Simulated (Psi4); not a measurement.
# GeHF2 (SMILES [F][GeH][F]) at UB2PLYP/def2-SVP (density fitting, density fitting for correlation, sweep point 5)

What is the vertical electron affinity of GeHF2 at UB2PLYP/def2-SVP (density fitting, density fitting for correlation, sweep point 5)? Input form: a Python script.

Program for the calculation: Psi4 1.11.

4 further runs of the same task are left out: 4 set aside as unsound or not needed.

## (1) Starting point

The species is GeHF2 (4 atoms), meant as a doublet with charge 0. SMILES: `[F][GeH][F]`. The shape is that of a PBE0-D4/def2-TZVP optimisation.

Bond lengths: F1–Ge2 1.732 Å, Ge2–F3 1.732 Å, Ge2–H4 1.564 Å. Angles: F1–Ge2–F3 103.8°, F1–Ge2–H4 106.9°, F3–Ge2–H4 107.0°.

## (2) A single-point energy at UB2PLYP/def2-SVP (density fitting, density fitting for correlation, sweep point 5)

job.py

```python
import psi4

psi4.set_memory(1600000000)
psi4.set_num_threads(1)
psi4.core.set_output_file('psi4.out', False)

molecule = psi4.geometry("""
0 2
F     -0.250300    -0.050400     1.551900
Ge     0.499400    -0.086500    -0.009500
F     -0.446800    -1.234800    -0.896800
H      0.253200     1.311400    -0.665800
units angstrom
symmetry c1
""")

psi4.set_options({
    'reference': 'uks',
    'puream': True,
    'scf_type': 'df',
    'dft_radial_points': 99,
    'dft_spherical_points': 590,
    'num_frozen_docc': 11,
    'd_convergence': 1e-06,
    'e_convergence': 1e-06,
    'maxiter': 150,
})

result = psi4.energy('b2plyp/def2-SVP', molecule=molecule)
print(f'total energy {result:.8f} hartree = {result * 27.211386:.5f} eV')
for k, v in sorted(psi4.core.scalar_variables().items()):
    print(f'{k:45s} {v:18.10f}')
```

Command:

```console
$ python job.py
```

psi4.out:

```text
[...]
  Running in c1 symmetry.
[...]
  Nuclear repulsion =  206.082072780868685
[...]
  Multiplicity = 2
[...]
  Nalpha       = 26
  Nbeta        = 25
[...]
    Number of basis functions: 65
[...]
   @DF-UKS iter   1: -2275.16498605795414   -3.00918e+00   3.34794e-02 ADIIS/DIIS
[...]
   @DF-UKS iter   9: -2276.18117314224810   -2.29566e-08   5.77296e-07 DIIS
[...]
   @S^2 Observed:                7.553239040E-01
[...]
    Orbital Energies [Eh]
    ---------------------
    Alpha Occupied:
       1A   -401.491905     2A    -50.813031     3A    -45.167172
       4A    -45.165785     5A    -45.165302     6A    -25.340753
       7A    -25.340710     8A     -6.690872     9A     -4.784463
      10A     -4.782148    11A     -4.779535    12A     -1.475238
      13A     -1.466675    14A     -1.458998    15A     -1.457650
      16A     -1.456521    17A     -1.307222    18A     -1.283131
      19A     -0.664623    20A     -0.551741    21A     -0.542489
      22A     -0.528418    23A     -0.504342    24A     -0.489294
      25A     -0.471483    26A     -0.317806
    Alpha Virtual:
[...]
  @DF-UKS Final Energy: -2276.18117314224810
   => Energetics <=
    Nuclear Repulsion Energy =            206.0820727808686854
    One-Electron Energy =               -3584.1674356095741132
    Two-Electron Energy =                1149.7259543103477881
    DFT Exchange-Correlation Energy =     -47.8217646238903384
    Empirical Dispersion Energy =           0.0000000000000000
    VV10 Nonlocal Energy =                  0.0000000000000000
    Total Energy =                      -2276.1811731422480989
[...]
 Multipole Moments:
 ------------------------------------------------------------------------------------
     Multipole            Electronic (a.u.)      Nuclear  (a.u.)        Total (a.u.)
 ------------------------------------------------------------------------------------
 L = 1.  Multiply by 2.5417464519 to convert [e a0] to [Debye]
 Dipole X            :          2.4458308           -1.5990694            0.8467615
 Dipole Y            :         -0.0127570            0.5568260            0.5440690
 Dipole Z            :         -0.1903368           -0.1408755           -0.3312123
 Magnitude           :                                                    1.0595837
[...]
```

On the terminal:

```text
total energy -2276.37160657 hartree = -61943.22647 eV
B2PLYP DOUBLE-HYBRID CORRECTION ENERGY             -0.1904334243
B2PLYP TOTAL ENERGY                             -2276.3716065666
CURRENT ENERGY                                  -2276.3716065666
CURRENT REFERENCE ENERGY                        -2276.1811731422
DD SOLVATION ENERGY                                 0.0000000000
DFT FUNCTIONAL TOTAL ENERGY                     -2276.1811731422
DFT TOTAL ENERGY                                -2276.3716065666
DFT VV10 ENERGY                                     0.0000000000
DFT XC ENERGY                                     -47.8217646239
DOUBLE-HYBRID CORRECTION ENERGY                    -0.1904334243
GRID ELECTRONS ALPHA                               26.0000015631
GRID ELECTRONS BETA                                25.0000014074
GRID ELECTRONS TOTAL                               51.0000029705
NUCLEAR REPULSION ENERGY                          206.0820727809
ONE-ELECTRON ENERGY                             -3584.1674356096
PCM POLARIZATION ENERGY                             0.0000000000
PE ENERGY                                           0.0000000000
SCF ITERATION ENERGY                            -2276.1811731422
SCF ITERATIONS                                      9.0000000000
SCF TOTAL ENERGY                                -2276.1811731422
TWO-ELECTRON ENERGY                              1149.7259543103
XC GRID RADIAL POINTS                              99.0000000000
XC GRID SPHERICAL POINTS                          590.0000000000
XC GRID TOTAL POINTS                           224037.0000000000
```

Wall time 7.8 s (1 thread of AMD EPYC 7R43 (Zen 3), shared host); peak memory 0.56 GiB.

## (3) The singlet anion

f2geh.py

```python
import psi4

psi4.set_memory(1600000000)
psi4.set_num_threads(1)
psi4.set_output_file('output.dat', False)

geom = psi4.geometry("""
-1 1
F     -0.250300    -0.050400     1.551900
Ge     0.499400    -0.086500    -0.009500
F     -0.446800    -1.234800    -0.896800
H      0.253200     1.311400    -0.665800
symmetry c1
""")

psi4.set_options({
    'basis': 'def2-SVP',
    'puream': True,
    'scf_type': 'df',
    'dft_radial_points': 99,
    'dft_spherical_points': 590,
    'num_frozen_docc': 11,
    'd_convergence': 1e-06,
    'e_convergence': 1e-06,
})

e = psi4.energy('b2plyp', molecule=geom)
print('E =', round(e, 9))
```

Command:

```console
$ python f2geh.py
```

output.dat:

```text
[...]
  Running in c1 symmetry.
[...]
  Nuclear repulsion =  206.082072780868685
[...]
  Multiplicity = 1
[...]
  Nalpha       = 26
  Nbeta        = 26
[...]
    Number of basis functions: 65
[...]
   @DF-RKS iter   1: -2275.02799624013005   -2.87219e+00   3.45686e-02 DIIS/ADIIS
[...]
   @DF-RKS iter   8: -2276.22720923171619   -4.29018e-08   5.41536e-07 DIIS
[...]
    Orbital Energies [Eh]
    ---------------------
    Doubly Occupied:
       1A   -401.179869     2A    -50.502438     3A    -44.855687
       4A    -44.855349     5A    -44.854827     6A    -25.085955
       7A    -25.085912     8A     -6.378900     9A     -4.472569
      10A     -4.470619    11A     -4.466405    12A     -1.171951
      13A     -1.158998    14A     -1.146270    15A     -1.145725
      16A     -1.143951    17A     -1.053073    18A     -1.028157
      19A     -0.397750    20A     -0.303278    21A     -0.289833
      22A     -0.279489    23A     -0.258782    24A     -0.247864
      25A     -0.204692    26A      0.003462
[...]
  @DF-RKS Final Energy: -2276.22720923171619
   => Energetics <=
    Nuclear Repulsion Energy =            206.0820727808686854
    One-Electron Energy =               -3598.5892718327131661
    Two-Electron Energy =                1164.2526377358494756
    DFT Exchange-Correlation Energy =     -47.9726479157212040
    Empirical Dispersion Energy =           0.0000000000000000
    VV10 Nonlocal Energy =                  0.0000000000000000
    Total Energy =                      -2276.2272092317161878
[...]
 Multipole Moments:
 ------------------------------------------------------------------------------------
     Multipole            Electronic (a.u.)      Nuclear  (a.u.)        Total (a.u.)
 ------------------------------------------------------------------------------------
 L = 1.  Multiply by 2.5417464519 to convert [e a0] to [Debye]
 Dipole X            :          1.3209213           -1.5990694           -0.2781481
 Dipole Y            :         -0.4303687            0.5568260            0.1264573
 Dipole Z            :          0.1019272           -0.1408755           -0.0389483
 Magnitude           :                                                    0.3080175
[...]
```

The script printed:

```text
E = -2276.421183078
```

It took 5.1 s on 1 thread of AMD EPYC 7R43 (Zen 3), shared host; peak memory 0.56 GiB.

## (4) Summary of results

At UB2PLYP/def2-SVP (density fitting, density fitting for correlation, sweep point 5), 11 core orbitals frozen:

| quantity | value |
| --- | --- |
| doublet GeHF2: total energy | -2276.37161 Eh |
| doublet GeHF2: HOMO energy (SCF part's orbitals) (highest over α and β) | -8.65 eV |
| doublet GeHF2: LUMO energy (SCF part's orbitals) (lowest over α and β) | -2.61 eV |
| doublet GeHF2: ⟨S²⟩ | 0.755 |
| singlet anion: total energy | -2276.42118 Eh |
| singlet anion: HOMO energy (SCF part's orbitals) | 0.09 eV |
| singlet anion: LUMO energy (SCF part's orbitals) | 8.15 eV |
| singlet anion: HOMO–LUMO gap (to an unbound level, set by the basis) | 8.05 eV |
| vertical electron affinity (to the singlet anion) | 1.349 eV |

At fixed nuclei the extra electron is bound by 1.35 eV (130 kJ/mol). The basis has no diffuse functions, so the error can be as large as this value. The HOMO (singlet anion) lies at positive energy, 0.09 eV; only total energies tell whether the electron is bound.
